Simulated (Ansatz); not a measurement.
# CH6GeO: up Jacob's ladder to CCSD(T)

An exercise on one series of results from a longer session: the logs are not shown, and one member is left open.

Computed with Ansatz 0.2.0, Gaussian basis. Level: functionals in def2-TZVPP, the program's frozen cores in correlated methods.

Plan: LDA (SPW92), PBE-D4, revPBE-D4, BLYP-D4, r2SCAN-D4, B97M-V, PBE0-D4, B3LYP-D4, r2SCANh-D4, r2SCAN0-D4, HSE06-D4, BHLYP-D4, CAM-B3LYP-D4, LC-ωPBE, ωB97X-V, ωB97M-V, B2PLYP, PBE-QIDH; CCSD(T)/def2-SVP; CCSD(T)/def2-TZVPP; MP2/def2-QZVPP; extrapolation to the limit; RPA on PBE.

## The geometry

The geometry comes from an earlier relaxation with PBE0-D4 in a triple-zeta def2 set; it is a stationary point, not always the lowest conformer.

SMILES `O[CH2][GeH3]`, 9 atoms, charge 0, spin multiplicity 1.

Atoms are counted from 1 here; the program's logs count them from 0.

Bond lengths: O1–C2 1.415 Å, O1–H4 0.960 Å, C2–Ge3 1.968 Å, C2–H5 1.098 Å, C2–H6 1.098 Å, Ge3–H7 1.536 Å, Ge3–H8 1.540 Å, Ge3–H9 1.536 Å. Angles: C2–O1–H4 108.8°, O1–C2–Ge3 108.0°, O1–C2–H5 112.0°, O1–C2–H6 112.0°, Ge3–C2–H5 108.5°, Ge3–C2–H6 108.5°, H5–C2–H6 107.6°, C2–Ge3–H7 110.0°, C2–Ge3–H8 108.6°, C2–Ge3–H9 110.0°, H7–Ge3–H8 109.3°, H7–Ge3–H9 109.6°, H8–Ge3–H9 109.3°.

Set-up of the first run:

File in.yaml:

```yaml
crystal:
  periodic: [false, false, false]
  atoms:
    - {symbol: O, position_ang: [-1.059412, -0.165161, -1.285006]}
    - {symbol: C, position_ang: [-0.095007, 0.554258, -0.541162]}
    - {symbol: Ge, position_ang: [0.456578, -0.562011, 0.982468]}
    - {symbol: H, position_ang: [-1.336457, 0.371206, -2.032041]}
    - {symbol: H, position_ang: [-0.495942, 1.499937, -0.153807]}
    - {symbol: H, position_ang: [0.793936, 0.790786, -1.140275]}
    - {symbol: H, position_ang: [-0.754128, -0.865192, 1.878086]}
    - {symbol: H, position_ang: [1.512159, 0.207418, 1.798277]}
    - {symbol: H, position_ang: [1.066871, -1.877741, 0.476361]}
basis:
  gaussian: {orbitals: def2-TZVPP}
hamiltonian: {xc: lda}
output: {orbitals: {seedname: orbitals}}
```

Launch:

```
$ ansatz run in.yaml --threads 2 --pin off --events-out ev --progress --plain --max-ram 4352MiB
```

Steps of the session up to this table: LDA; PBE-D4 (GGA); revPBE-D4 (GGA); BLYP-D4 (GGA); r2SCAN-D4 (meta-GGA); B97M-V (meta-GGA); PBE0-D4 (hybrid); B3LYP-D4 (hybrid); r2SCANh-D4 (hybrid); r2SCAN0-D4 (hybrid); HSE06-D4 (hybrid); BHLYP-D4 (hybrid); CAM-B3LYP-D4 (range-separated); LC-ωPBE (range-separated); ωB97X-V (range-separated); ωB97M-V (range-separated); B2PLYP (double hybrid); PBE-QIDH (double hybrid).

One table of the session follows, with a row left open; its other results are not shown here.

It belongs to the step «Frontier levels by functional». 

| functional | HOMO (eV) | LUMO (eV) | gap (eV) |
| --- | --- | --- | --- |
| LDA (SPW92) | -6.53 | -0.32 | 6.21 |
| PBE-D4 | -6.42 | -0.17 | 6.25 |
| revPBE-D4 | -6.37 | -0.10 | 6.27 |
| BLYP-D4 | -6.36 | -0.19 | 6.16 |
| r2SCAN-D4 | -6.79 | 0.45 | 7.23 |
| B97M-V | -6.97 | 0.05 | 7.01 |
| PBE0-D4 | -8.11 | 0.69 | 8.81 |
| B3LYP-D4 | -7.87 | 0.34 | 8.22 |
| r2SCANh-D4 | -7.42 | 0.71 | 8.13 |
| r2SCAN0-D4 | -8.37 | 1.09 | 9.47 |
| HSE06-D4 | -7.70 | 0.32 | 8.03 |
| BHLYP-D4 | -9.60 | 1.35 | 10.95 |
| CAM-B3LYP-D4 | -9.61 | 1.49 | 11.10 |
| LC-ωPBE | -10.95 | 2.81 | 13.76 |
| ωB97X-V | -10.63 | 2.62 | 13.26 |
| ωB97M-V | ? | ? | ? |

Q: Estimate the row for ωB97M-V from the others.

As computed: HOMO (eV): -10.56; LUMO (eV): 2.20; gap (eV): 12.76. In the column «HOMO (eV)» it lies between ωB97X-V (-10.63) and CAM-B3LYP-D4 (-9.61).
